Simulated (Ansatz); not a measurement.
# C₂H₅GaO: basis-set convergence

An exercise on one series of results from a longer session: the logs are not shown, and one member is left open.

Method: one geometry, several basis sets; program: Ansatz 0.2.0, Gaussian basis.

Levels to be run: PBE0-D4/def2-SVP; ωB97M-V/def2-SVP; PBE0-D4/def2-QZVPP; ωB97M-V/def2-QZVPP; the functionals' def2-TZVPP values are taken from earlier runs.

### Structure used throughout

All runs share one geometry, relaxed beforehand with PBE0-D4 in a triple-zeta def2 set.

SMILES `[GaH2][CH]1CO1`, 9 atoms, charge 0, spin multiplicity 1.

Atoms are counted from 1 here; the program's logs count them from 0.

Bond lengths: Ga1–C2 1.969 Å, Ga1–H5 1.570 Å, Ga1–H6 1.568 Å, C2–C3 1.476 Å, C2–O4 1.443 Å, C2–H7 1.090 Å, C3–O4 1.401 Å, C3–H8 1.089 Å, C3–H9 1.088 Å. Angles: C2–Ga1–H5 121.0°, C2–Ga1–H6 117.0°, H5–Ga1–H6 122.0°, Ga1–C2–C3 119.8°, Ga1–C2–O4 115.7°, Ga1–C2–H7 120.6°, C3–C2–O4 57.4°, C3–C2–H7 114.6°, O4–C2–H7 112.2°, C2–C3–O4 60.1°, C2–C3–H8 120.2°, C2–C3–H9 118.6°, O4–C3–H8 115.6°, O4–C3–H9 115.5°, H8–C3–H9 115.2°, C2–O4–C3 62.5°.

Coordinates:

```xyz
9
charge 0, multiplicity 1
Ga   -0.7515    1.1596   -0.9010
C     0.4946   -0.2543   -0.3312
C     0.4069   -0.8005    1.0371
O    -0.1021   -1.5355   -0.0417
H    -0.2788    2.3188   -1.8479
H    -2.2166    1.0832   -0.3473
H     1.4751   -0.3520   -0.7976
H    -0.3347   -0.4146    1.7346
H     1.3072   -1.2047    1.4950
```

The first run:

Contents of in.yaml:

```yaml
crystal:
  periodic: [false, false, false]
  atoms:
    - {symbol: Ga, position_ang: [-0.751464, 1.159614, -0.900983]}
    - {symbol: C, position_ang: [0.494567, -0.254276, -0.331172]}
    - {symbol: C, position_ang: [0.406912, -0.800461, 1.037073]}
    - {symbol: O, position_ang: [-0.102112, -1.535490, -0.041705]}
    - {symbol: H, position_ang: [-0.278840, 2.318777, -1.847937]}
    - {symbol: H, position_ang: [-2.216625, 1.083163, -0.347285]}
    - {symbol: H, position_ang: [1.475051, -0.352036, -0.797613]}
    - {symbol: H, position_ang: [-0.334691, -0.414563, 1.734608]}
    - {symbol: H, position_ang: [1.307192, -1.204719, 1.495013]}
basis:
  gaussian: {orbitals: def2-SVP}
hamiltonian: {xc: pbe0, dispersion: d4}
output: {orbitals: {seedname: orbitals}}
```

The run is started by

```bash
$ ansatz run in.yaml --threads 2 --pin off --events-out ev --progress --plain --max-ram 4352MiB
```

Among the steps run: PBE0-D4 in def2-SVP; ωB97M-V in def2-SVP; PBE0-D4 in def2-QZVPP; ωB97M-V in def2-QZVPP.

One table of the session follows, with a row left open; its other results are not shown here.

```
functional       basis  HOMO (eV)  LUMO (eV)
   PBE0-D4    def2-SVP      -7.25      -1.67
   PBE0-D4  def2-TZVPP      -7.36      -1.70
   PBE0-D4  def2-QZVPP      -7.38      -1.74
   ωB97M-V    def2-SVP      -9.54       0.04
   ωB97M-V  def2-TZVPP          ?          ?
   ωB97M-V  def2-QZVPP      -9.69      -0.19
```

**Question.** Estimate the row for ωB97M-V, def2-TZVPP.

**Answer.** HOMO (eV): -9.66; LUMO (eV): -0.02. In the column «HOMO (eV)» it lies between ωB97M-V, def2-QZVPP (-9.69) and ωB97M-V, def2-SVP (-9.54).
